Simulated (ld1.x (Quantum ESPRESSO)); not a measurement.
# An RRKJ potential for Mo, from input to tests

Task: generate the file, and judge it by its errors in other configurations, its logarithmic derivatives, its ghosts and its cutoff.

Method: ld1.x (Quantum ESPRESSO) 7.5, PBEsol, scalar-relativistic.

### Step 1. The atom and the settings

Typed settings, in words:

```json
{
  "element": "molybdenum (Mo, Z = 42)",
  "type": "norm-conserving RRKJ (Kleinman–Bylander form)",
  "frozen core": "[Kr]",
  "valence charge": "6",
  "reference configuration": "4d5 5s1 5p0",
  "partial waves": "5p (bound, empty): rc 3.50 bohr; 4d (bound): rc 2.00 bohr; 5s (bound): rc 3.15 bohr",
  "local potential": "the s channel",
  "core correction": "not asked for"
}
```

The outer shells as boxes (Hund's rule for the drawing; the calculation is spin-unpolarised):

```
[Kr] core
4d [↑ ][↑ ][↑ ][↑ ][↑ ]
5s [↑ ]
5p [  ][  ][  ]
```

The nodes and maxima of the atom's own shells, from an earlier all-electron run, set the scale for the radii.

All-electron outer shells of the reference configuration (PBEsol, scalar-relativistic, ld1.x):

```json
{"shell": "4s", "level (eV)": "-64.30", "outermost node (bohr)": "0.51", "outermost maximum (bohr)": "0.99"}
{"shell": "4p", "level (eV)": "-38.46", "outermost node (bohr)": "0.52", "outermost maximum (bohr)": "1.06"}
{"shell": "5s", "level (eV)": "-4.12", "outermost node (bohr)": "1.34", "outermost maximum (bohr)": "2.93"}
{"shell": "4d", "level (eV)": "-3.77", "outermost node (bohr)": "0.53", "outermost maximum (bohr)": "1.38"}
{"shell": "5p", "level (eV)": "-1.01", "outermost node (bohr)": "1.54", "outermost maximum (bohr)": "4.05"}
```

### Step 2. Generation

Input file Mo.in:

```
 &input
   title='Mo', zed=42., rel=1, dft='PBESOL', iswitch=3,
   config='[Kr] 4d5 5s1 5p0',
   nld=3, rlderiv=3.80, eminld=-2.0, emaxld=5.0, deld=0.02
 /
 &inputp
   pseudotype=2, tm=.false., rho0=0.02, lloc=0,
   nlcc=.false.,
   file_pseudopw='Mo.UPF', file_wfcaegen='ae.wfc', file_wfcncgen='nc.wfc', file_beta='beta', file_chi='chi'
 /
3
5P  2  1   0.00   0.00  3.50  3.50  0.0
4D  3  2   5.00   0.00  2.00  2.00  0.0
5S  1  0   1.00   0.00  3.15  3.15  0.0
 &test
   configts(1)='4d5 5s1 5p0'
 /
```

Run with:

```
ld1.x < Mo.in > Mo.out
```

What the program wrote to Mo.out (without the banner and most projector matrices):

```text
     Program LD1 v.7.5
     --------------------------- All-electron run ----------------------------

     Mo
     scalar relativistic calculation

     atomic number is 42.00
     dft =PBESOL   lsd =0 sic =0 latt =0  beta=0.20 tr2=1.0E-14
     Exchange-correlation= PBESOL
                           (   1   4  10   8   0   0   0)
     mesh =1229 r(mesh) = 100.71859 a.u. xmin = -7.00 dx = 0.01250
     1 Ry =  13.60569312 eV, c = 137.03599908

     n l     nl                  e(Ry)          e(Ha)          e(eV)
     1 0     1S 1( 2.00)     -1456.0281      -728.0141    -19810.2720
     2 0     2S 1( 2.00)      -205.6538      -102.8269     -2798.0630
     2 1     2P 1( 6.00)      -183.8881       -91.9441     -2501.9257
     3 0     3S 1( 2.00)       -34.9849       -17.4924      -475.9934
     3 1     3P 1( 6.00)       -27.8537       -13.9268      -378.9688
     4 0     4S 1( 2.00)        -4.7261        -2.3630       -64.3016
     4 1     4P 1( 6.00)        -2.8264        -1.4132       -38.4556
     3 2     3D 1(10.00)       -16.2421        -8.1210      -220.9849
     4 2     4D 1( 5.00)        -0.2770        -0.1385        -3.7689
     5 0     5S 1( 1.00)        -0.3027        -0.1514        -4.1187
     5 1     5P 1( 0.00)        -0.0743        -0.0372        -1.0109

     final scf error:  6.4E-15 reached in  28 iterations

     Etot =   -8092.877416 Ry,   -4046.438708 Ha, -110109.206599 eV

     Ekin =    8343.784045 Ry,    4171.892022 Ha,  113522.965195 eV
     Encl =  -19508.780444 Ry,   -9754.390222 Ha, -265430.479923 eV
     Eh   =    3314.617623 Ry,    1657.308811 Ha,   45097.670196 eV
     Exc  =    -242.498639 Ry,    -121.249320 Ha,   -3299.362067 eV

     normalization and overlap integrals

     s(1S/1S) =  1.000000  <r> =   0.0352  <r2> =    0.0017  r(max) =   0.0229
     s(2S/2S) =  1.000000  <r> =   0.1538  <r2> =    0.0279  r(max) =   0.1303
     s(2P/2P) =  1.000000  <r> =   0.1340  <r2> =    0.0219  r(max) =   0.1041
     s(3S/3S) =  1.000000  <r> =   0.4292  <r2> =    0.2110  r(max) =   0.3819
     s(3P/3P) =  1.000000  <r> =   0.4308  <r2> =    0.2161  r(max) =   0.3771
     s(4S/4S) =  1.000000  <r> =   1.1072  <r2> =    1.3910  r(max) =   0.9874
     s(4P/4P) =  1.000000  <r> =   1.2378  <r2> =    1.7605  r(max) =   1.0643
     s(3D/3D) =  1.000000  <r> =   0.4154  <r2> =    0.2076  r(max) =   0.3206
     s(4D/4D) =  1.000000  <r> =   2.0000  <r2> =    5.0686  r(max) =   1.3838
     s(5S/5S) =  1.000000  <r> =   3.5661  <r2> =   14.6534  r(max) =   2.9295
     s(5P/5P) =  1.000000  <r> =   5.3178  <r2> =   33.6723  r(max) =   4.0545

     ------------------------ End of All-electron run ------------------------

     --------------------- Generating NC pseudopotential ---------------------

      Generating local pot.: lloc=0, matching radius rcloc =   3.1500

      Wfc   5P  rcut= 3.534  Estimated cut-off energy=       13.77 Ry
      This function has    0 nodes for 0 < r <    3.534

      Wfc   4D  rcut= 1.988  Estimated cut-off energy=       58.91 Ry
      This function has    0 nodes for 0 < r <    1.988

     ------------------- End of pseudopotential generation -------------------

     [... the all-electron block is printed once more ...]


     Computing logarithmic derivative in   3.78520
     Message from routine run_pseudo:
     Warning: convergence not achieved
     Computing logarithmic derivative in   3.78520
     Computing the partial wave expansion
       no projector for channel:   0
     R is outside the sphere for l=    1 j= 0.00
     R is outside the sphere for l=    2 j= 0.00

     ---------------------- Testing the pseudopotential ----------------------

     Mo
     scalar relativistic calculation

     atomic number is 42.00   valence charge is  6.00
     dft =PBESOL   lsd =0 sic =0 latt =0  beta=0.20 tr2=1.0E-14
     mesh =1229 r(mesh) = 100.71859 xmin = -7.00 dx = 0.01250

     n l     nl             e AE (Ry)        e PS (Ry)    De AE-PS (Ry)
     3 2     4D   1( 5.00)       -0.27701       -0.27701        0.00000
     1 0     5S   1( 1.00)       -0.30272       -0.30272        0.00000
     2 1     5P   1( 0.00)       -0.07430       -0.07430        0.00000

     eps = 2.4E-11  iter =201

     Etot =   -8092.877416 Ry,   -4046.438708 Ha, -110109.206599 eV
     Etotps =   -15.330993 Ry,      -7.665497 Ha,    -208.588791 eV

     Ekin =      17.634076 Ry,       8.817038 Ha,     239.923821 eV
     Encl =     -24.850867 Ry,     -12.425434 Ha,    -338.113276 eV
     Ehrt =      14.735693 Ry,       7.367846 Ha,     200.489316 eV
     Ecxc =      -3.622529 Ry,      -1.811264 Ha,     -49.287011 eV
     Epseu=     -19.227366 Ry,      -9.613683 Ha,    -261.601641 eV

     ---------------------- End of pseudopotential test ----------------------
```

Run time: 2.3 s. Hardware: 1 thread, shared host. This counts the later configuration tests of the new file too.

All-electron and pseudo partial waves u(r) = r·R(r), from the program's wave files:

```csv
r (bohr),4d AE,4d PS,5p AE,5p PS
0.175,-0.2747,0.0088,0.0187,0.0001
0.350,-0.2882,0.0644,0.0985,0.0008
0.525,-0.0041,0.1859,-0.0098,0.0031
0.700,0.2988,0.3553,-0.1219,0.0083
0.875,0.5232,0.5292,-0.1731,0.0178
1.050,0.6585,0.6644,-0.1665,0.0330
1.225,0.7226,0.7384,-0.1220,0.0547
1.400,0.7380,0.7546,-0.0581,0.0829
1.575,0.7229,0.7325,0.0126,0.1170
1.750,0.6905,0.6931,0.0826,0.1555
1.925,0.6492,0.6492,0.1479,0.1967
2.100,0.6041,0.6041,0.2066,0.2384
2.275,0.5585,0.5585,0.2583,0.2786
2.450,0.5141,0.5141,0.3029,0.3158
2.625,0.4719,0.4719,0.3407,0.3488
2.800,0.4324,0.4324,0.3723,0.3770
2.975,0.3955,0.3955,0.3981,0.4005
3.150,0.3614,0.3614,0.4187,0.4196
3.325,0.3300,0.3300,0.4346,0.4348
3.500,0.3011,0.3011,0.4463,0.4463
3.675,0.2745,0.2745,0.4543,0.4543
3.850,0.2501,0.2501,0.4589,0.4589
4.025,0.2278,0.2278,0.4606,0.4606
4.200,0.2073,0.2073,0.4598,0.4598
4.375,0.1886,0.1886,0.4568,0.4568
4.550,0.1715,0.1715,0.4519,0.4519
```

### Step 3. Testing the new file in other configurations

Input file Mo.test.in:

```
 &input
   title='Mo', zed=42., rel=1, dft='PBESOL', iswitch=2,
   config='[Kr] 4d5 5s1 5p0'
 /
 &test
   file_pseudo='Mo.UPF', nconf=8,
   configts(1)='4d5 5s1 5p0',
   configts(2)='4d5 5s0 5p0',
   configts(3)='4d4 5s0 5p0',
   configts(4)='4d3 5s0 5p0',
   configts(5)='4d4 5s1 5p1',
   configts(6)='4d5 5s0.5 5p0',
   configts(7)='4d4 5s2 5p0',
   configts(8)='4d6 5s0 5p0'
 /
```

Run with:

```
ld1.x < Mo.test.in > Mo.test.out
```

Mo.test.out, the pseudopotential blocks, each with the warnings that came before it:

```text
     Warning: convergence not achieved
     ---------------------- Testing the pseudopotential ----------------------

     Mo
     scalar relativistic calculation

     atomic number is 42.00   valence charge is  6.00
     dft =PBESOL   lsd =0 sic =0 latt =0  beta=0.20 tr2=1.0E-14
     mesh =1229 r(mesh) = 100.71859 xmin = -7.00 dx = 0.01250

     n l     nl             e AE (Ry)        e PS (Ry)    De AE-PS (Ry)
     3 2     4D   1( 5.00)       -0.27701       -0.27701        0.00000
     1 0     5S   1( 1.00)       -0.30272       -0.30272        0.00000
     2 1     5P   1( 0.00)       -0.07430       -0.07430        0.00000

     eps = 2.8E-11  iter =201

     Etot =   -8092.877416 Ry,   -4046.438708 Ha, -110109.206599 eV
     Etotps =   -15.330993 Ry,      -7.665497 Ha,    -208.588791 eV

     Ekin =      17.634076 Ry,       8.817038 Ha,     239.923821 eV
     Encl =     -24.850867 Ry,     -12.425434 Ha,    -338.113276 eV
     Ehrt =      14.735693 Ry,       7.367846 Ha,     200.489316 eV
     Ecxc =      -3.622529 Ry,      -1.811264 Ha,     -49.287011 eV
     Epseu=     -19.227366 Ry,      -9.613683 Ha,    -261.601641 eV

     ---------------------- End of pseudopotential test ----------------------

     ---------------------- Testing the pseudopotential ----------------------

     Mo
     [...]
     n l     nl             e AE (Ry)        e PS (Ry)    De AE-PS (Ry)
     3 2     4D   1( 5.00)       -0.76543       -0.76374       -0.00168
     1 0     5S   1( 0.00)       -0.72019       -0.71937       -0.00082
     2 1     5P   1( 0.00)       -0.42719       -0.42677       -0.00042

     eps = 5.7E-15  iter = 10

     Etot =   -8092.369957 Ry,   -4046.184978 Ha, -110102.302271 eV
     Etotps =   -14.823465 Ry,      -7.411733 Ha,    -201.683521 eV
     dEtot_ae =       0.507459 Ry
     dEtot_ps =       0.507528 Ry,   Delta E=      -0.000069 Ry

     [...]
     ---------------------- End of pseudopotential test ----------------------

     ---------------------- Testing the pseudopotential ----------------------

     Mo
     [...]
     n l     nl             e AE (Ry)        e PS (Ry)    De AE-PS (Ry)
     3 2     4D   1( 4.00)       -1.52975       -1.54027        0.01051  !
     1 0     5S   1( 0.00)       -1.29448       -1.29275       -0.00173
     2 1     5P   1( 0.00)       -0.92164       -0.91412       -0.00752  !

     eps = 4.1E-16  iter =  9

     Etot =   -8091.234030 Ry,   -4045.617015 Ha, -110086.847205 eV
     Etotps =   -13.683805 Ry,      -6.841902 Ha,    -186.177650 eV
     dEtot_ae =       1.643385 Ry
     dEtot_ps =       1.647189 Ry,   Delta E=      -0.003803 Ry

     [...]
     ---------------------- End of pseudopotential test ----------------------

     ---------------------- Testing the pseudopotential ----------------------

     Mo
     [...]
     n l     nl             e AE (Ry)        e PS (Ry)    De AE-PS (Ry)
     3 2     4D   1( 3.00)       -2.41670       -2.43950        0.02280  !
     1 0     5S   1( 0.00)       -1.95093       -1.95367        0.00274
     2 1     5P   1( 0.00)       -1.50442       -1.48601       -0.01841  !

     eps = 6.8E-15  iter = 10

     Etot =   -8089.269817 Ry,   -4044.634908 Ha, -110060.122714 eV
     Etotps =   -11.702127 Ry,      -5.851064 Ha,    -159.215555 eV
     dEtot_ae =       3.607599 Ry
     dEtot_ps =       3.628866 Ry,   Delta E=      -0.021267 Ry

     [...]
     ---------------------- End of pseudopotential test ----------------------

     Warning: convergence not achieved
     ---------------------- Testing the pseudopotential ----------------------

     Mo
     [...]
     n l     nl             e AE (Ry)        e PS (Ry)    De AE-PS (Ry)
     3 2     4D   1( 4.00)       -0.50889       -0.52124        0.01235  !
     1 0     5S   1( 1.00)       -0.42372       -0.42468        0.00096
     2 1     5P   1( 1.00)       -0.15409       -0.15217       -0.00193

     eps = 8.9E-12  iter =201

     Etot =   -8092.600940 Ry,   -4046.300470 Ha, -110105.444959 eV
     Etotps =   -15.048308 Ry,      -7.524154 Ha,    -204.742657 eV
     dEtot_ae =       0.276475 Ry
     dEtot_ps =       0.282686 Ry,   Delta E=      -0.006210 Ry

     [...]
     ---------------------- End of pseudopotential test ----------------------

     Warning: convergence not achieved
     ---------------------- Testing the pseudopotential ----------------------

     Mo
     [...]
     n l     nl             e AE (Ry)        e PS (Ry)    De AE-PS (Ry)
     3 2     4D   1( 5.00)       -0.51128       -0.51065       -0.00063
     1 0     5S   1( 0.50)       -0.50564       -0.50578        0.00014
     2 1     5P   1( 0.00)       -0.24332       -0.24355        0.00024

     eps = 2.1E-11  iter =201

     Etot =   -8092.675935 Ry,   -4046.337967 Ha, -110106.465315 eV
     Etotps =   -15.129413 Ry,      -7.564707 Ha,    -205.846152 eV
     dEtot_ae =       0.201481 Ry
     dEtot_ps =       0.201580 Ry,   Delta E=      -0.000100 Ry

     [...]
     ---------------------- End of pseudopotential test ----------------------

     Warning: convergence not achieved
     ---------------------- Testing the pseudopotential ----------------------

     Mo
     [...]
     n l     nl             e AE (Ry)        e PS (Ry)    De AE-PS (Ry)
     3 2     4D   1( 4.00)       -0.41622       -0.42354        0.00731  !
     1 0     5S   1( 2.00)       -0.36115       -0.36014       -0.00101
     2 1     5P   1( 0.00)       -0.10402       -0.10138       -0.00264

     eps = 2.4E-11  iter =201

     Etot =   -8092.864372 Ry,   -4046.432186 Ha, -110109.029129 eV
     Etotps =   -15.314007 Ry,      -7.657004 Ha,    -208.357684 eV
     dEtot_ae =       0.013044 Ry
     dEtot_ps =       0.016986 Ry,   Delta E=      -0.003942 Ry

     [...]
     ---------------------- End of pseudopotential test ----------------------

     ---------------------- Testing the pseudopotential ----------------------

     Mo
     [...]
     n l     nl             e AE (Ry)        e PS (Ry)    De AE-PS (Ry)
     3 2     4D   1( 6.00)       -0.16973       -0.16695       -0.00277
     1 0     5S   1( 0.00)       -0.25437       -0.25733        0.00297
     2 1     5P   1( 0.00)       -0.05126       -0.05398        0.00272

     eps = 7.7E-15  iter = 11

     Etot =   -8092.820546 Ry,   -4046.410273 Ha, -110108.432848 eV
     Etotps =   -15.270812 Ry,      -7.635406 Ha,    -207.769988 eV
     dEtot_ae =       0.056870 Ry
     dEtot_ps =       0.060181 Ry,   Delta E=      -0.003311 Ry

     [...]
     ---------------------- End of pseudopotential test ----------------------
```

Excitation and ionisation energies from 4d5 5s1 5p0, with the error of the potential. A star marks tests that logged a warning.

| valence configuration | charge | ΔE all-electron (eV) | error AE − PS (meV) |
| --- | --- | --- | --- |
| 4d5 5s0 5p0 | +1 | 6.904 | -0.9 |
| 4d4 5s0 5p0 | +2 | 22.359 | -52 |
| 4d3 5s0 5p0 | +3 | 49.084 | -289 |
| 4d4 5s1 5p1 * | 0 | 3.762 | -84 |
| 4d5 5s0.5 5p0 * | +0.5 | 2.741 | -1.4 |
| 4d4 5s2 5p0 * | 0 | 0.177 | -54 |
| 4d6 5s0 5p0 | 0 | 0.774 | -45 |

### Step 4. Does it scatter like the atom?

Taken from the files of the generation run. The phase is arctan(r·u′/u) with u = r·R, unwrapped, with energies in Ry. A pole is an energy at which the radial function vanishes at the test radius. The pseudo phase is shifted by a multiple of π to meet the all-electron one at the reference energy. Levels narrower than the energy grid can be missing from the poles. The last column is the largest difference on the grid between −1 and +1 Ry.

| channel | radius (bohr) | reference (Ry) | poles AE | poles PS | window around the reference with phases within 0.05 rad (Ry) | largest difference near zero (rad) |
| --- | --- | --- | --- | --- | --- | --- |
| s | 3.79 | -0.30 | 0.35, 4.23 | 0.33, 3.18 | below 1.2 | 0.020 |
| p | 3.79 | -0.07 | 1.02 | 0.99, 4.34 | below 1.9 | 0.007 |
| d | 3.79 | -0.28 | -0.18, 2.37 | -0.18, 2.79 | below 0.5 | 0.303 |

Phases (rad) along the scan:

```csv
E (Ry),d AE,d PS,s AE,s PS
-2.00,1.384,1.384,1.353,1.353
-1.52,1.356,1.356,1.304,1.303
-1.04,1.306,1.306,1.192,1.191
-0.56,1.139,1.142,0.640,0.637
-0.08,-1.703,-1.698,-1.300,-1.301
0.40,-2.002,-1.974,-1.587,-1.593
0.88,-2.989,-2.686,-1.712,-1.731
1.36,-4.353,-4.198,-1.866,-1.962
1.84,-4.603,-4.535,-2.389,-3.536
2.32,-4.704,-4.649,-4.105,-4.486
2.80,-4.777,-4.713,-4.497,-4.646
3.28,-4.859,-4.763,-4.612,-4.728
3.76,-5.027,-4.815,-4.672,-4.808
4.24,-6.032,-4.886,-4.713,-4.970
4.72,-7.497,-5.030,-4.750,-6.558
```

### Step 5. Cutoff and ghost test in a Bessel basis

A separate test, outside the generator: the pseudo-atom's Hamiltonian at the reference potential is diagonalised in spherical Bessel functions j_l(qr) that vanish at 20 bohr, with q² up to the cutoff.

All-electron valence levels (Ry): 5p -0.0743, 4d -0.2770, 5s -0.3027. The lowest levels of each channel (Ry) by cutoff; the last column sums, over occupied levels, occupation times the distance from the level at 400 Ry. A positive value at high cutoff is not a bound level.

```csv
cutoff (Ry),p #1,d #1,s #1,f #1,Σ f·Δε (mRy)
8,-0.0740,0.0425,-0.3008,0.1060,1599.5
10,-0.0742,0.0351,-0.3017,0.1060,1561.7
12,-0.0742,0.0059,-0.3024,0.1060,1415.2
18,-0.0743,-0.1767,-0.3026,0.1060,501.7
21,-0.0743,-0.2259,-0.3027,0.1060,256.0
25,-0.0743,-0.2542,-0.3027,0.1060,114.1
30,-0.0743,-0.2720,-0.3027,0.1060,25.2
35,-0.0743,-0.2764,-0.3027,0.1060,3.3
40,-0.0743,-0.2770,-0.3027,0.1060,0.2
45,-0.0743,-0.2770,-0.3027,0.1060,0.1
50,-0.0743,-0.2770,-0.3027,0.1060,0.1
400,-0.0743,-0.2770,-0.3027,0.1060,0.0
```

The sum stays within 10 mRy from 35 Ry and within 1 mRy from 40 Ry. The sum leaves out empty levels, which can need more. Ghost test: no level below the all-electron spectrum of its channel (p, d, s, f tested).

### Step 6. What came out

```
                                                quantity                      value
               cutoffs for 10 and 1 mRy, occupied levels            35 Ry and 40 Ry
                                            bound ghosts                 none found
                            largest test error (AE − PS)  -289 meV, for 4d3 5s0 5p0
largest phase difference near zero energy, channels read                  0.303 rad
```

**Reading.** By total energies transferability is poor: the largest error is 289 meV on 49.1 eV, for 4d3 5s0 5p0. That test lies far up in energy; among those under 40 eV, nearer to bonding, the largest error is 84 meV. It counts as soft on the atom at that tolerance, with 35 Ry needed at the looser tolerance. The slowest occupied level is 4d: taken alone it needs 35 Ry to come within 1 mRy, against 10 Ry for 5s. The Bessel-basis test finds no level below the valence levels. Of the channels read, d scatters worst near zero energy, by up to 0.30 rad.
